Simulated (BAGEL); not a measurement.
# B3LYP/def2-SVPD (density fitting with qzvpp-jkfit) run of BH2SClO (SMILES OB(S)Cl)

Aim: the energy change on altering one bond length of BH2SClO at B3LYP/def2-SVPD (density fitting with qzvpp-jkfit), from 2 runs. 

The calculation is run with BAGEL 1.2.2.

1 further run of the same task is left out (set aside as unsound or not needed).

### Step 1. The structure to begin with

BH2SClO: 6 atoms, total charge 0, spin state singlet. As SMILES, `OB(S)Cl`. The coordinates come from a PBE0-D4/def2-TZVP relaxation. This is one conformer, not always the lowest.

Bond lengths: O1–B2 1.348 Å, B2–S3 1.800 Å, B2–Cl4 1.770 Å, O1–H5 0.962 Å, S3–H6 1.344 Å. Angles: O1–B2–S3 121.5°, O1–B2–Cl4 120.9°, S3–B2–Cl4 117.6°, B2–O1–H5 113.2°, B2–S3–H6 94.9°.

### Step 2. A single-point energy at B3LYP/def2-SVPD (density fitting with qzvpp-jkfit)

calc.json reads:

```json
{ "bagel": [

{
  "title": "molecule",
  "basis": "def2-svpd.json",
  "df_basis": "qzvpp-jkfit",
  "angstrom": "true",
  "geometry": [
    { "atom": "O", "xyz": [       0.301700,       0.908000,      -0.627200 ] },
    { "atom": "B", "xyz": [      -0.232300,      -0.218400,      -0.112900 ] },
    { "atom": "S", "xyz": [       0.333000,      -0.896100,       1.455800 ] },
    { "atom": "Cl", "xyz": [      -1.520700,      -1.084000,      -0.964300 ] },
    { "atom": "H", "xyz": [      -0.088300,       1.162600,      -1.468700 ] },
    { "atom": "H", "xyz": [       1.248600,       0.063900,       1.671200 ] }
  ]
},

{
  "title": "ks",
  "xc_func": "b3lyp",
  "charge": 0
},

{
  "title": "print",
  "file": "orbitals.molden",
  "orbitals": "true"
}

]}
```

The basis set def2-SVPD is read from a file made from the Basis Set Exchange's data (not shown).

Run with:

```
$ BAGEL_NUM_THREADS=1 BAGEL calc.json > calc.out
```

Standard output:

```text
* using 1 threads per process

  ===============================================================
  ===============================================================

  *** Geometry ***

  { "atom" : "O", "xyz" : [      0.570130,      1.715871,     -1.185236 ] },
  { "atom" : "B", "xyz" : [     -0.438983,     -0.412716,     -0.213350 ] },
  { "atom" : "S", "xyz" : [      0.629279,     -1.693384,      2.751063 ] },
  { "atom" : "Cl", "xyz" : [     -2.873707,     -2.048463,     -1.822263 ] },
  { "atom" : "H", "xyz" : [     -0.166863,      2.196996,     -2.775441 ] },
  { "atom" : "H", "xyz" : [      2.359512,      0.120753,      3.158110 ] },

  Number of auxiliary basis functions:      444

  Since a DF basis is specified, we compute 2- and 3-index integrals:
    o Being stored without compression. Storage requirement is 0.045 GB

  Number of basis functions:      113
  Number of electrons      :       48

    * METHOD: MOLECULE                             0.24

  *** Kohn-Sham DFT ***

    * Removing 10686 points whose weight is below 1.00e-10
    * Grid points: 78750

  === Nuclear Repulsion ===
   185.6608348315

       - DIIS with orbital gradients will be used.

  === KS iteration (b3lyp / def2-svpd.json) ===
      0       -939.36259314          0.08595207           0.79
      1       -927.45408428          0.12734767           0.52
      2       -910.37898928          0.14638442           0.36
      3       -938.51529261          0.12496600           0.45
      4       -958.12898834          0.03651310           0.40
      5       -959.08402063          0.02897575           0.37
      6       -959.36286098          0.01182422           0.37
      7       -959.49583756          0.00491723           0.35
      8       -959.50674428          0.00156448           0.36
      9       -959.50813232          0.00084968           0.35
     10       -959.50870884          0.00014993           0.41
     11       -959.50872496          0.00004063           0.46
     12       -959.50872547          0.00003222           0.47
     13       -959.50872597          0.00000666           0.44
     14       -959.50872599          0.00000402           0.42
     15       -959.50872599          0.00000089           0.40
     16       -959.50872599          0.00000044           0.35
     17       -959.50872599          0.00000013           0.33
     18       -959.50872599          0.00000005           0.37
     19       -959.50872599          0.00000004           0.35
     20       -959.50872599          0.00000001           0.35
    * SCF iteration converged.

    * Permanent dipole moment:
           (   -0.185735,    -0.508937,     0.311388) a.u.

    * METHOD: KS                                   9.14

    * METHOD: PRINT                                0.02

  ===============================================================
```

It took 11 s on 1 thread of Intel Xeon 6975P-C (Granite Rapids), shared host; peak memory 0.42 GiB.

### Step 3. The distorted shape at the same level

dft.json reads:

```json
{ "bagel": [

{
  "title": "molecule",
  "basis": "def2-svpd.json",
  "df_basis": "qzvpp-jkfit",
  "angstrom": "true",
  "geometry": [
    { "atom": "O", "xyz": [       0.132103,       1.111318,      -1.097830 ] },
    { "atom": "B", "xyz": [      -0.401897,      -0.015082,      -0.583530 ] },
    { "atom": "S", "xyz": [       0.333000,      -0.896100,       1.455800 ] },
    { "atom": "Cl", "xyz": [      -1.690297,      -0.880682,      -1.434930 ] },
    { "atom": "H", "xyz": [      -0.257897,       1.365918,      -1.939330 ] },
    { "atom": "H", "xyz": [       1.248600,       0.063900,       1.671200 ] }
  ]
},

{ "title": "ks", "xc_func": "b3lyp" },

{ "title": "print", "file": "orbitals.molden", "orbitals": "true" }

]}
```

The basis set def2-SVPD is read from a file made from the Basis Set Exchange's data (not shown).

Run with:

```
$ BAGEL_NUM_THREADS=1 BAGEL dft.json > dft.out
```

Standard output:

```text
* using 1 threads per process

  ===============================================================
  ===============================================================

  *** Geometry ***

  { "atom" : "O", "xyz" : [      0.249638,      2.100087,     -2.074598 ] },
  { "atom" : "B", "xyz" : [     -0.759475,     -0.028501,     -1.102712 ] },
  { "atom" : "S", "xyz" : [      0.629279,     -1.693384,      2.751063 ] },
  { "atom" : "Cl", "xyz" : [     -3.194198,     -1.664248,     -2.711625 ] },
  { "atom" : "H", "xyz" : [     -0.487355,      2.581211,     -3.664803 ] },
  { "atom" : "H", "xyz" : [      2.359512,      0.120753,      3.158110 ] },

  Number of auxiliary basis functions:      444

  Since a DF basis is specified, we compute 2- and 3-index integrals:
    o Being stored without compression. Storage requirement is 0.045 GB

  Number of basis functions:      113
  Number of electrons      :       48

    * METHOD: MOLECULE                             0.18

  *** Kohn-Sham DFT ***

    * Removing 10004 points whose weight is below 1.00e-10
    * Grid points: 79432

  === Nuclear Repulsion ===
   169.1566004797

       - DIIS with orbital gradients will be used.

  === KS iteration (b3lyp / def2-svpd.json) ===
      0       -939.24993969          0.08325422           0.47
      1       -931.35256123          0.12644703           0.58
      2       -906.54352891          0.12803597           0.35
      3       -938.02477990          0.11995172           0.39
      4       -958.63545291          0.03603670           0.38
      5       -958.15713491          0.04881054           0.34
      6       -959.44185879          0.00439336           0.35
      7       -959.45062935          0.00316778           0.35
      8       -959.45735942          0.00145120           0.35
      9       -959.45886036          0.00042953           0.38
     10       -959.45895749          0.00005220           0.38
     11       -959.45895893          0.00003674           0.43
     12       -959.45895966          0.00000478           0.41
     13       -959.45895966          0.00000348           0.36
     14       -959.45895967          0.00000154           0.40
     15       -959.45895967          0.00000023           0.41
     16       -959.45895967          0.00000007           0.45
     17       -959.45895967          0.00000002           0.47
     18       -959.45895967          0.00000001           0.47
     19       -959.45895967          0.00000000           0.48
    * SCF iteration converged.

    * Permanent dipole moment:
           (    0.097310,    -0.668751,     0.893936) a.u.

    * METHOD: KS                                   8.66

    * METHOD: PRINT                                0.02

  ===============================================================
```

Wall time 9.9 s (1 thread of Intel Xeon 6975P-C (Granite Rapids), shared host); peak memory 0.43 GiB.

### Step 4. Results

At B3LYP/def2-SVPD (density fitting with qzvpp-jkfit):

| quantity | value |
| --- | --- |
| first shape: total energy | -959.50873 Eh |
| first shape: dipole moment | 1.59 D |
| first shape: HOMO energy | -7.75 eV |
| first shape: LUMO energy | -0.46 eV |
| first shape: HOMO–LUMO gap | 7.29 eV |
| distorted shape: total energy | -959.45896 Eh |
| distorted shape: dipole moment | 2.85 D |
| distorted shape: HOMO energy | -6.95 eV |
| distorted shape: LUMO energy | -1.53 eV |
| distorted shape: HOMO–LUMO gap | 5.43 eV |
| energy change with the B2–S3 bond stretched from 1.800 to 2.340 Å | 1.354 eV |

In words: With the B2–S3 bond stretched from 1.800 to 2.340 Å the energy rises by 1.35 eV (131 kJ/mol). The first shape isn't relaxed at this level, so the change isn't measured from a minimum.
